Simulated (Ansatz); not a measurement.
# C3H4F4: basis-set convergence

An exercise on one series of results from a longer session: the logs are not shown, and one member is left open.

Method: one geometry, several basis sets; program: Ansatz 0.2.0, Gaussian basis.

Plan: PBE0-D4/def2-SVP; ωB97M-V/def2-SVP; PBE0-D4/def2-QZVPP; ωB97M-V/def2-QZVPP; the functionals' def2-TZVPP values are taken from earlier runs.

**The relaxed structure**

The geometry comes from an earlier relaxation with PBE0-D4 in a triple-zeta def2 set; it is a stationary point, not always the lowest conformer.

SMILES `FCCC(F)(F)F`, 11 atoms, charge 0, spin multiplicity 1.

Atoms are counted from 1 here; the program's logs count them from 0.

Bond lengths: F1–C2 1.380 Å, C2–C3 1.513 Å, C2–H8 1.093 Å, C2–H9 1.093 Å, C3–C4 1.504 Å, C3–H10 1.092 Å, C3–H11 1.092 Å, C4–F5 1.337 Å, C4–F6 1.342 Å, C4–F7 1.342 Å. Angles: F1–C2–C3 108.5°, F1–C2–H8 108.1°, F1–C2–H9 108.1°, C3–C2–H8 111.4°, C3–C2–H9 111.4°, H8–C2–H9 109.2°, C2–C3–C4 112.6°, C2–C3–H10 110.2°, C2–C3–H11 110.1°, C4–C3–H10 107.8°, C4–C3–H11 107.8°, H10–C3–H11 108.3°, C3–C4–F5 111.3°, C3–C4–F6 111.9°, C3–C4–F7 111.9°, F5–C4–F6 107.3°, F5–C4–F7 107.3°, F6–C4–F7 107.0°.

Set-up of the first run:

Input file in.yaml:

```yaml
crystal:
  periodic: [false, false, false]
  atoms:
    - {symbol: F, position_ang: [0.627336, -2.145040, 0.975437]}
    - {symbol: C, position_ang: [0.318281, -0.800607, 0.961388]}
    - {symbol: C, position_ang: [0.027221, -0.389206, -0.465339]}
    - {symbol: C, position_ang: [-0.317994, 1.069277, -0.587289]}
    - {symbol: F, position_ang: [-0.572579, 1.404064, -1.856452]}
    - {symbol: F, position_ang: [-1.403415, 1.387886, 0.134137]}
    - {symbol: F, position_ang: [0.681028, 1.856519, -0.160383]}
    - {symbol: H, position_ang: [-0.550069, -0.644823, 1.606172]}
    - {symbol: H, position_ang: [1.170944, -0.251613, 1.368404]}
    - {symbol: H, position_ang: [-0.813004, -0.964411, -0.858904]}
    - {symbol: H, position_ang: [0.897553, -0.579146, -1.096371]}
basis:
  gaussian: {orbitals: def2-SVP}
hamiltonian: {xc: pbe0, dispersion: d4}
output: {orbitals: {seedname: orbitals}}
```

Started as:

```sh
$ ansatz run in.yaml --threads 4 --pin off --events-out ev --progress --plain --max-ram 11315MiB
```

Among the steps run: PBE0-D4 in def2-SVP; ωB97M-V in def2-SVP; PBE0-D4 in def2-QZVPP; ωB97M-V in def2-QZVPP.

One of the session's tables, all rows but one given; the rest of the session is left out.

It belongs to the step «Density functionals: the series». 

| functional | basis | HOMO (eV) | LUMO (eV) |
| --- | --- | --- | --- |
| PBE0-D4 | def2-SVP | -9.82 | 2.03 |
| PBE0-D4 | def2-TZVPP | -10.01 | 1.34 |
| PBE0-D4 | def2-QZVPP | -10.06 | 0.86 |
| ωB97M-V | def2-SVP | ? | ? |
| ωB97M-V | def2-TZVPP | -12.44 | 2.75 |
| ωB97M-V | def2-QZVPP | -12.49 | 2.01 |

Estimate the missing values for ωB97M-V, def2-SVP.

As computed: HOMO (eV): -12.25; LUMO (eV): 3.68. In the column «HOMO (eV)» it lies between ωB97M-V, def2-TZVPP (-12.44) and PBE0-D4, def2-QZVPP (-10.06).
